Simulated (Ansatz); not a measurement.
# AlClFH5O: the cost of one run

Program: Ansatz 0.2.0. Level of theory: RKS PBE0-D4/def2-SVP. These are calculated values, not measurements.

## Step 1: Reference run: AlClFH5O, relaxed

File input.yaml:

```yaml
crystal:
  periodic: [false, false, false]
  atoms:
    - { symbol: Al, position_ang: [-1.091538, -0.746204, -1.053582] }
    - { symbol: Cl, position_ang: [1.227824, 0.315866, -1.561025] }
    - { symbol: H, position_ang: [-0.840096, -2.308394, -0.957425] }
    - { symbol: H, position_ang: [-2.175162, 0.121198, -1.815417] }
    - { symbol: H, position_ang: [-0.072729, 0.496158, 1.252695] }
    - { symbol: F, position_ang: [-1.090432, -0.06848, 0.944326] }
    - { symbol: H, position_ang: [1.323352, 0.852088, 0.105391] }
    - { symbol: O, position_ang: [1.082422, 1.018823, 1.3405] }
    - { symbol: H, position_ang: [1.636258, 0.318945, 1.744437] }
basis:
  gaussian: { orbitals: def2-SVP }
hamiltonian:
  xc: pbe0
  dispersion: d4
output:
  forces: true
relax:
  f_tol: 0.02
  max_steps: 120
  constraints:
    - { distance: [0, 5] }
    - { distance: [4, 7] }
    - { distance: [1, 6] }
    - { distance: [0, 1] }
    - { distance: [4, 5] }
    - { distance: [6, 7] }
  escape_saddle: false
```

Run with:

```sh
$ ansatz run input.yaml --threads 1 --pin off --max-ram 2560MiB --backend cpu --events-out ev --progress --plain --runs-dir out
```

What time and memory should one allow on 1 thread of Arm Neoverse V1, shared host?

About 15 s, with a peak of 0.17 GiB.
